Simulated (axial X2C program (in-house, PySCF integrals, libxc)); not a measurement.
# MoOH: Ω levels from open-shell CI on d4 s1 p(π)0

Which Ω levels does MoOH have in the configuration d4 s1 p(π)0, and how far apart?

Method: two-component X2C, average-of-configuration Hartree–Fock and CI in the open shells; program: an in-house X2C program for linear molecules on PySCF integrals.

All values are calculated.

### Step 1. The job

task.json reads:

```json
{"zs": [42, 8, 1], "q": 0, "bas": ["dyall-v3z", "dyall-av3z", "dyall-v3z"], "r0": 2.01, "metal": 0, "shells": [[2, [0, 1, 2], 4], [0, [0], 1], [1, [1], 0]], "fix": 0, "emax": 3.2, "nroots": 4, "r2": 0.95}
```

Keys: zs atomic numbers; q charge; bas basis sets; r0 starting distance in Å; metal index of the metal atom; shells open shells as [l, |m| values, electrons]; fix electron count of the first shell held; emax energy window in eV; nroots roots for each Ω; r2 second bond in Å, held.

Run with:

```
> python soci.py task.json out
```

Two-component X2C with atomic mean-field Coulomb and Gaunt terms, basis Mo dyall-v3z, O dyall-av3z, H dyall-v3z (cores contracted in-house). Orbitals come from Hartree–Fock averaged over the configuration Mo d4 s1 p(π)0; CI then distributes these electrons over the d, s, p(π) shells of Mo.

### Step 2. CI at Mo–O–H held linear, bonds 1.976 and 0.950 Å (the second held)

**Question.** What will these runs give? Wanted: lowest level of the model; next level; lowest curve, Re and ωe.

As calculated:

| quantity | value |
| --- | --- |
| lowest level of the model | Ω = 1/2, g∥ = 2.00, 77% d4 s1 + 22% d5 |
| next level | Ω = 3/2, 26 cm⁻¹ higher |
| lowest curve, Re and ωe | 1.941 Å, 653.7 cm⁻¹ |

In words: In the lowest level ⟨Sz⟩ = 0.50 and ⟨Lz⟩ = 0.00; its leading determinant has weight 0.08 among 649. From 1.976 to 2.055 Å the gap from the lowest to the fifth level goes from 4897 to 4525 cm⁻¹. Without dynamic correlation distances can be off by several hundredths of an Å, and the wavenumbers are rough. There is no dynamic correlation: spin–orbit spacings and, for f shells, spacings inside one term are the most reliable numbers, splittings between terms come out too wide, and energies between configurations are not reliable, so the lowest level need not be the ground state of the molecule. For d shells the ligand-field splittings (σ, π, δ) and their order can be off by a thousand cm⁻¹ or more. At most 4 roots were kept for each Ω > 0 (twice that for Ω = 0) within 3.2 eV of the lowest, so higher up levels can be missing between those listed; levels with Ω > 0 are doubly degenerate and listed once, Ω = 0 levels singly. Some active spinors are only partly of the character that their shell is named for, so the shell names and counts are nominal. States that fill the shells left empty in the average are placed too high. The molecule was held linear; bending was not examined.
